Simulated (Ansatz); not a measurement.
# Ge2HF (triplet): from Hartree-Fock to the top rungs, cc-pVDZ

One table from this session's results is given with a row withheld; the runs are named, their logs left out.

Method: cc-pVDZ, core rule «outside noble gas», up to 29 orbitals frozen; program: Ansatz 0.2.0, Gaussian basis.

The runs, in order: UHF; CCSD(T) on ROHF; CCSD(T) on UHF; BCCD(T) on ROHF; CISD as a restricted active space (open shells left free, so some higher excitations enter); CCSDT(Q) on ROHF; CCSDT(Q) on UHF.

4 further runs of the same task are left out: 4 set aside as unsound or not needed. Runs told in other sessions of the task aren't counted.

## The geometry

The geometry is a PBE0/def2-TZVP stationary point (not a proven minimum) of the parent state, kept for this charge and spin. No spin-orbit coupling is included. The filled d shell of Ge may be among the frozen orbitals whatever the setting's name suggests.

4 atoms, charge 0, spin multiplicity 3.

Atoms are counted from 1 here; the program's logs count them from 0.

Bond lengths: F1–Ge2 2.007 Å, F1–Ge3 2.007 Å, Ge2–Ge3 2.395 Å, Ge2–H4 1.802 Å, Ge3–H4 1.802 Å. Angles: Ge2–F1–Ge3 73.3°, F1–Ge2–Ge3 53.4°, F1–Ge2–H4 76.5°, Ge3–Ge2–H4 48.4°, F1–Ge3–Ge2 53.4°, F1–Ge3–H4 76.5°, Ge2–Ge3–H4 48.4°, Ge2–H4–Ge3 83.3°.

Coordinates:

```xyz
4
FGe2H
F    -0.0458   -1.4271    0.0000
Ge    0.0148    0.1825   -1.1977
Ge    0.0148    0.1825    1.1977
H    -1.2672    0.5962    0.0000
```

The first run:

in.yaml

```yaml
crystal:
  periodic: [false, false, false]
  atoms:
    - {symbol: F, position_ang: [-0.045817, -1.427113, -0.000001]}
    - {symbol: Ge, position_ang: [0.014783, 0.182489, -1.197682]}
    - {symbol: Ge, position_ang: [0.014783, 0.182488, 1.197682]}
    - {symbol: H, position_ang: [-1.267168, 0.596209, 0.000000]}
basis:
  gaussian: {orbitals: cc-pVDZ}
magnetization: {spin_polarized: true, initial_magnetization: 2}
hamiltonian: {xc: hf}
output: {orbitals: {seedname: orbitals}}
```

Command:

```
$ ansatz run in.yaml --threads 1 --pin off --events-out ev --progress --plain --max-ram 4096MiB --backend cpu
```

Among the steps run: UHF; CCSD(T) on ROHF; CCSD(T) on UHF; BCCD(T) on ROHF; CISD as a restricted active space (open shells left free, so some higher excitations enter); CCSDT(Q) on ROHF; CCSDT(Q) on UHF.

One table of the session follows, with a row left open; its other results are not shown here.

| method | from UCCSDT(Q) (kcal/mol) |
| --- | --- |
| ROHF | +239.94 |
| UHF | +235.54 |
| RMP2 | +26.72 |
| UMP2 | +27.05 |
| RCCSD | +8.54 |
| UCCSD | +8.32 |
| RCCSD(T) | +1.64 |
| UCCSD(T) | +1.54 |
| BCCD(T) | +1.50 |
| RCCSDT | +0.79 |
| UCCSDT | +0.64 |
| RCCSDT(Q) | ? |
| UCCSDT(Q) | 0 |

**Question.** Estimate the row for RCCSDT(Q).

The run gave: from UCCSDT(Q) (kcal/mol): +0.27. In the column «from UCCSDT(Q) (kcal/mol)» it lies between UCCSDT(Q) (0) and UCCSDT (+0.64).

Not comparable, so not listed: CISD as a restricted active space (open shells left free, so some higher excitations enter) (they don't share determinant, frozen orbitals or solution with the rows shown, or repeat one).

Caveats from the session: Restricted and unrestricted rows rest on different reference determinants; a gap between their highest levels can come from leftover correlation error, from unlike frozen cores or from another state.
